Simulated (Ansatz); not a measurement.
# AlGeF (triplet): from Hartree-Fock to the top rungs at distance Al2–Ge3 = 6.593 Å, cc-pVDZ

Aim: climb from Hartree-Fock through coupled cluster and multireference methods for AlGeF (triplet) at one geometry and basis, and see what each rung misses.

Program: Ansatz 0.2.0, Gaussian basis. Level of theory: cc-pVDZ, core rule «outside noble gas», up to 20 orbitals frozen. These are calculated values, not measurements.

Plan: UHF; CCSD(T) on ROHF; CCSD(T) on UHF; BCCD(T) on ROHF; CISD; CCSDT(Q) on ROHF; CCSDT(Q) on UHF; CASSCF and MRCISD+Q, 4 electrons in 4 orbitals; CASSCF and NEVPT2, 4 electrons in 4 orbitals.

36 further runs of the same task are left out: 11 for a known fault of the program, 18 that didn't finish, 7 set aside as unsound or not needed.

## (1) The geometry

The geometry derives from a PBE0/def2-TZVP stationary point (not a proven minimum). One bond is set to the value named and the two fragments are kept rigid. No spin-orbit coupling is included. The filled d shell of Ge may be among the frozen orbitals whatever the setting's name suggests; the logs give the count.

3 atoms, charge 0, spin multiplicity 3.

Atoms are counted from 1 here; the program's logs count them from 0.

Bond lengths: F1–Al2 1.648 Å.

Geometry (Å):

```xyz
3
charge 0, multiplicity 3
F     0.00000    0.00000   -3.29647
Al    0.00000    0.00000   -1.64827
Ge    0.00000    0.00000    4.94473
```

## (2) UHF

Contents of in.yaml:

```yaml
crystal:
  periodic: [false, false, false]
  atoms:
    - {symbol: F, position_ang: [0.000000, 0.000000, -3.296467]}
    - {symbol: Al, position_ang: [0.000000, 0.000000, -1.648267]}
    - {symbol: Ge, position_ang: [0.000000, 0.000000, 4.944733]}
basis:
  gaussian: {orbitals: cc-pVDZ}
magnetization: {spin_polarized: true, initial_magnetization: 2}
hamiltonian: {xc: hf}
output: {orbitals: {seedname: orbitals}}
```

The run is started by

```bash
ansatz run in.yaml --threads 1 --pin off --events-out ev --progress --plain --max-ram 2393MiB
```

The runs that follow: CCSD(T) on ROHF; CCSD(T) on UHF; BCCD(T) on ROHF; CISD; CCSDT(Q) on ROHF; CCSDT(Q) on UHF; CASSCF and MRCISD+Q, 4 electrons in 4 orbitals; CASSCF and NEVPT2, 4 electrons in 4 orbitals.

Q: Predict the results of all the runs planned. Wanted: UCCSDT(Q) below the RHF energy; RMP2 from UCCSDT(Q); UMP2 from UCCSDT(Q); RCCSD from UCCSDT(Q); RCCSD(T) from UCCSDT(Q); UCCSD(T) from UCCSDT(Q); RCCSDT(Q) from UCCSDT(Q); T1 diagnostic.

The runs gave:

| quantity | value |
| --- | --- |
| UCCSDT(Q) below the RHF energy | -8.5355 eV |
| RMP2 from UCCSDT(Q) | +970.4 meV |
| UMP2 from UCCSDT(Q) | +957.9 meV |
| RCCSD from UCCSDT(Q) | +177.7 meV |
| RCCSD(T) from UCCSDT(Q) | +41.4 meV |
| UCCSD(T) from UCCSDT(Q) | +32.0 meV |
| RCCSDT(Q) from UCCSDT(Q) | +11.6 meV |
| levels within 1 kcal/mol (43 meV) | RCCSD(T), UCCSD(T), BCCD(T), RCCSDT, UCCSDT, RCCSDT(Q) |
| T1 diagnostic | 0.018 |

In words: RCCSD(T) lands +41.4 meV from the yardstick (0.5 % of the correlation energy). These misses are within one basis, not against nature; the frozen cores of restricted and unrestricted runs differ, which can shift their rows.
